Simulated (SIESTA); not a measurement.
Bi2Te3 (Tellurobismuthite):

```xyz
5
Lattice="2.1930 1.2661 10.1657 -2.1930 1.2661 10.1657 0.0000 -2.5323 10.1657" Properties=species:S:1:pos:R:3 pbc="T T T"
Bi    0.0000    0.0000   18.2982
Bi    0.0000    0.0000   12.1988
Te    0.0000    0.0000   24.1079
Te    0.0000    0.0000    6.3891
Te    0.0000    0.0000    0.0000
```

Base run:

```yaml
Program: SIESTA 5.4.2
Functional: PBEsol
Potentials_or_basis: PseudoDojo 0.4 standard (PBEsol files)
Basis: DZP (energy shift 0.003 Ry; two zetas on semicore shells)
Grid_cutoff: 500 Ry
Energy_shift: 0.003 Ry
k_mesh: 7 × 7 × 7
Occupations: fermi-dirac, width 0.05 eV
Spin: no spin polarisation
```

Its results: band gap on the k mesh 0.23 eV, direct; pressure 0.2 GPa; largest force 0.117 eV/Å.

**Question.** The run is repeated on the same cell with these changes: functional from PBEsol to PBE; potentials or basis from PseudoDojo 0.4 standard (PBEsol files) to PseudoDojo 0.4 standard (PBE files). What comes out?

**Answer.** Band gap on the k mesh 0.27 eV, direct; pressure 2.7 GPa; largest force 0.177 eV/Å.

Caveats: spin-orbit coupling is left out, which as a rule narrows the gap of such compounds by several tenths of an eV; the basis of atomic orbitals isn't converged, which shifts pressures, moduli and gaps; an odd mesh through Γ misses points on the zone boundary, where band edges often lie (some runs).
